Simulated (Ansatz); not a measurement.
# Ba2Hf: the cost of one run

Program: Ansatz 0.2.0. Level of theory: DFT PBE, scalar-relativistic, plane waves, PAW. These are calculated values, not measurements.

**1. Starting point**

It takes space group Fm-3m (No. 225, cubic). Conventional cell: a = 6.863 Å, b = 6.863 Å, c = 6.863 Å, α = 90.00°, β = 90.00°, γ = 90.00°. Around Ba (site symmetry -43m) lie 4 Hf at 2.97 Å. Around Hf (site symmetry m-3m) lie 8 Ba at 2.97 Å.

Coordinates:

```cif
data_structure
_symmetry_space_group_name_H-M 'Fm-3m'
_symmetry_Int_Tables_number 225
_cell_length_a 6.8627
_cell_length_b 6.8627
_cell_length_c 6.8627
_cell_angle_alpha 90.000
_cell_angle_beta 90.000
_cell_angle_gamma 90.000
_cell_volume 323.21
loop_
_atom_site_label
_atom_site_type_symbol
_atom_site_symmetry_multiplicity
_atom_site_Wyckoff_symbol
_atom_site_fract_x
_atom_site_fract_y
_atom_site_fract_z
_atom_site_occupancy
Ba1 Ba 8 c 0.25000 0.75000 0.75000 1
Hf1 Hf 4 a 0.00000 0.00000 0.00000 1
```

A structure generator made this guess: species swapped into a database cell of CaF2 (Fm-3m, No. 225), with Hf on the Ca sites and Ba on the F sites. The dimensions are guesses.

**2. The guess as it stands, on a coarse mesh**

Contents of input.yaml:

```yaml
crystal:
  lattice:
    - [0.0, 3.43134081, 3.43134081]
    - [3.43134081, 0.0, 3.43134081]
    - [3.43134081, 3.43134081, 0.0]
  atoms:
    - { symbol: Ba, position: [0.25, 0.25, 0.25] }
    - { symbol: Ba, position: [0.75, 0.75, 0.75] }
    - { symbol: Hf, position: [0.0, 0.0, 0.0] }
basis:
  ecutwfc: 420
kpoints:
  mp_grid: { grid: [4, 4, 4] }
hamiltonian:
  xc: pbe
scf:
  occupations: { method: gaussian, width: 0.1 }
  lower_state_search: "off"
output:
  forces: true
  stress: true
  eigenvalues: true
```

On the command line:

```sh
$ ansatz run input.yaml --threads 1 --pin off --max-ram 2048MiB --backend cpu --events-out ev --progress --plain --runs-dir out
```

What time and memory should one allow on 1 thread of Intel Xeon Platinum 8375C at 2.90GHz (Ice Lake), shared host?

About 1.2 s, with a peak of 0.41 GiB.
